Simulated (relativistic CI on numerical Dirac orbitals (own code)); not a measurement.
# Pb XXXVI (Pb³⁵⁺): levels and lines

What are the lowest levels and the strongest lines of Pb³⁵⁺? One CI run answers it; further runs change one setting each.

Program: relativistic CI on numerical Dirac orbitals (own code) version 2. Level of theory: Dirac-Coulomb-Breit CI, KLI orbitals optimised for each configuration, model QED (radiative potential, 1s self-energy scaled to tabulated hydrogen-like ionisation energies). These are calculated values, not measurements, unless marked.

### Step 1. The system

* ion: Pb³⁵⁺ (Pb XXXVI)
* nuclear charge: 82
* electrons: 47
* isotope: A = 208
* first configuration typed: [Kr] 4d10 4f

The outer shells:

first configuration typed
```
[Kr] core
4d [↑↓][↑↓][↑↓][↑↓][↑↓]
4f [↑ ][  ][  ][  ][  ][  ][  ]
```

### Step 2. CI with the chosen configurations

Settings of the run:

```ini
atom Pb  Z=82  charge=35  electrons=47
nucleus A=208  rms_radius_fm=5.5012
hamiltonian dirac-coulomb  breit=on  qed=on  c_scale=1
orbitals kli  potential=per-configuration
slater_scale 1
correlation none
mixing on
configurations
  [Kr] 4d10 4f
  [Kr] 4d9 4f2
  [Kr] 4d10 5s
  [Ar] 3d10 4s2 4p5 4d10 4f2
  [Kr] 4d10 5p
  [Ar] 3d10 4s 4p6 4d10 4f2
  [Kr] 4d10 5d
  [Ar] 3d10 4s2 4p4 4d10 4f3
  [Kr] 4d9 4f 5s
  [Kr] 4d10 5f
  [Kr] 4d9 5s2
  [Kr] 4d8 4f2 5s
  [Kr] 4d9 4f 5p
  [Kr] 4d9 5s 5p
  [Kr] 4d10 5g
  [Ar] 3d10 4p6 4d10 4f3
end
```

### Step 3. Correlation estimate p86

The settings differ from step 2 so:

```diff
@@ -5,3 +5,3 @@
 slater_scale 1
-correlation none
+correlation p86
 mixing on
```

### Step 4. Without QED terms

The settings differ from step 3 so:

```diff
@@ -2,6 +2,6 @@
 nucleus A=208  rms_radius_fm=5.5012
-hamiltonian dirac-coulomb  breit=on  qed=on  c_scale=1
+hamiltonian dirac-coulomb  breit=on  qed=off  c_scale=1
 orbitals kli  potential=per-configuration
 slater_scale 1
-correlation p86
+correlation none
 mixing on
```

### Step 5. Without the Breit term

The settings differ from step 4 so:

```diff
@@ -2,3 +2,3 @@
 nucleus A=208  rms_radius_fm=5.5012
-hamiltonian dirac-coulomb  breit=on  qed=off  c_scale=1
+hamiltonian dirac-coulomb  breit=off  qed=on  c_scale=1
 orbitals kli  potential=per-configuration
```

(Steps that only read results are left out.)

What does the calculation give? Wanted: lowest level; first excitation; lowest level of the other parity; fastest E1 line; ionisation energy.

The runs gave:

| run | time | mean size of shift, levels followed (cm⁻¹) | lowest level | ionisation energy (eV) |
| --- | --- | --- | --- | --- |
| main run | 1.4 s | 0 | 4f 2F°5/2 | 1403.1 |
| correlation estimate p86 | 1.3 s | 925 | 4f 2F°5/2 | 1405.2 |
| without QED terms | 1.1 s | 323 | 4f 2F°5/2 | 1403.0 |
| without the Breit term | 1.2 s | 4966 | 4f 2F°5/2 | 1403.3 |

The tabulated theoretical ionisation energy (NIST) is 1430 eV.

| quantity | value |
| --- | --- |
| lowest level | 4f 2F°5/2 |
| first excitation | 4f 2F°7/2, 59781 cm⁻¹ |
| lowest level of the other parity | 4d9 4f2 4F3/2, 232.40 eV |
| levels in the model | 1911 |
| fastest E1 line (by rate) to the lowest level among the lowest 200 of 1911 levels | 3.857 nm, from 4d9 4f2 2F5/2 (iv) |
| ionisation energy | 1403.1 eV |
| ionisation energy, tabulated theoretical (NIST) | 1430 eV |

What this shows: 4f 2F°5/2 comes out lowest; its LS label holds 100 % and its jj label 100 %; over the low levels the means are 55 and 87 %, so jj coupling describes them better. The ionisation energy agrees with the tabulated theoretical value within its uncertainty of 70 eV. Of the changes tried, the run «without the Breit term» moves the low levels most, by 4966 cm⁻¹ on average. Lifetimes count radiative decay inside the model alone.
